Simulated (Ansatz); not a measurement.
What does this script print? It uses Ansatz's Python interface.

`states.py`:
```python
'''Restricted and unrestricted solutions of C2H3Sn, stretched and not.'''

import logging
import sys
import warnings

import ansatz
import numpy as np

logging.basicConfig(stream=sys.stdout, format='[%(levelname)s] %(message)s')
logger = logging.getLogger('calc')
logger.setLevel(logging.INFO)

warnings.simplefilter('ignore', ansatz.DeckWarning)

c2h3sn = (
    ansatz.Crystal.molecule()
    .atom('C', (-0.3864, -1.8817, -0.1645))
    .atom('C', (-0.0125, -0.7264, 0.0011))
    .atom('Sn', (0.698, 1.2116, 0.2976))
    .atom('H', (-0.7349, -2.8036, -0.3365))
    .atom('H', (0.8157, 2.0457, -1.2384))
    .atom('H', (-0.3379, 2.0903, 1.3946))
)
symbols = [site.symbol for site in c2h3sn.cartesian_sites]

start = np.array([site.position_ang for site in c2h3sn.cartesian_sites])
for factor in [1.0, 1.3]:
    xyz = (start - start.mean(axis=0)) * factor
    scaled = ansatz.Crystal.molecule()
    for symbol, place in zip(symbols, xyz):
        scaled = scaled.atom(symbol, place.tolist())
    model = (
        scaled.calculation()
        .basis(gaussian='def2-SVP')
        .functional('HF')
        .spin('collinear', total=1)
    )
    for search in ('off', 'standard'):
        try:
            data = model.scf(lower_state_search=search).run(threads=1).report
        except ansatz.AnsatzError as error:
            logger.info(f'x{factor} search {search}: {type(error).__name__}')
            continue
        state = data['mean_field']['state']
        logger.info(f'all distances x{factor}, search {search:8s} E = {data["free_energy_ev"]:.5f} eV  <S^2> = {abs(state["spin_squared"]):.3f}  other states met: {len(data["mean_field"]["others"])}')
```

Running `python states.py` prints:
```text
[INFO] all distances x1.0, search off      E = -7909.12673 eV  <S^2> = 0.822  other states met: 0
[INFO] all distances x1.0, search standard E = -7909.12673 eV  <S^2> = 0.822  other states met: 0
[INFO] all distances x1.3, search off      E = -7902.44962 eV  <S^2> = 2.594  other states met: 0
[INFO] all distances x1.3, search standard E = -7902.60870 eV  <S^2> = 2.647  other states met: 5
```

Total energies depend on the basis set; only differences at equal settings carry meaning. The count of other states can hold repeated and symmetry-equivalent ends of the search; scaling all distances is a test, and for more than two atoms no physical path. The geometry comes from a force field and isn't relaxed at this level. def2 sets replace the cores of elements past krypton by effective core potentials. The run takes the species as open-shell (spin multiplicity 2), which needn't be its ground state. The expectation value of S² is noticeably off S(S+1) in at least one run, so that state is spin-contaminated. It ran for 8.6 s on 1 thread of Arm Neoverse V1, with other jobs on the host, peak memory 0.23 GiB.
